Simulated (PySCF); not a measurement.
# F2Tl (Tl(F)2+): the cost of one run

Method: BP86, Tl def2-SVP with ECP60, F def2-SVP; scalar-relativistic core potentials, no spin–orbit coupling; program: PySCF 2.14.0.

2 further runs of the same task are left out: 2 for a known fault of the program.

## Step 1: Starting geometry

3 atoms, charge 1, spin multiplicity 1.

Bond lengths: Tl1–F2 1.951 Å, Tl1–F3 1.951 Å. Angles: F2–Tl1–F3 180.0°.

Coordinates:

```xyz
3

Tl    0.00000    0.00000    0.39617
F     1.95070    0.00000    0.39619
F    -1.95070    0.00000    0.39619
```

Formal oxidation states: Tl +3. An earlier session relaxed this geometry at BP86, Tl def2-SVP with ECP60, F def2-SVP (singlet, point group D∞h).

Its energy there is -371.823853 Eh.

## Step 2: Multiplicity 3 at the relaxed geometry

run.py (the lines that set the calculation) reads:

```python
mol = gto.M(atom='''
Tl     0.00000     0.00000     0.39617
F      1.95070     0.00000     0.39619
F     -1.95070     0.00000     0.39619''',
    basis={'Tl': 'def2-SVP', 'F': 'def2-SVP'},
    ecp={'Tl': 'def2-SVP'},
    charge=1, spin=2)
mf = dft.UKS(mol, xc='B88,P86')
mf.grids.atom_grid = (50, 194)
mf = mf.density_fit()  # fitting sets: Tl def2-universal-JKFIT, F def2-universal-JKFIT
mf.conv_tol = 1e-08; mf.max_cycle = 55
mf.kernel(dm0)  # dm0: free metal ions and neutral atoms
```

Run with:

```bash
$ OMP_NUM_THREADS=2 python run.py
```

**Question.** How long does this run take on 2 threads of Arm Neoverse V2, shared host?

About 1.1 s.
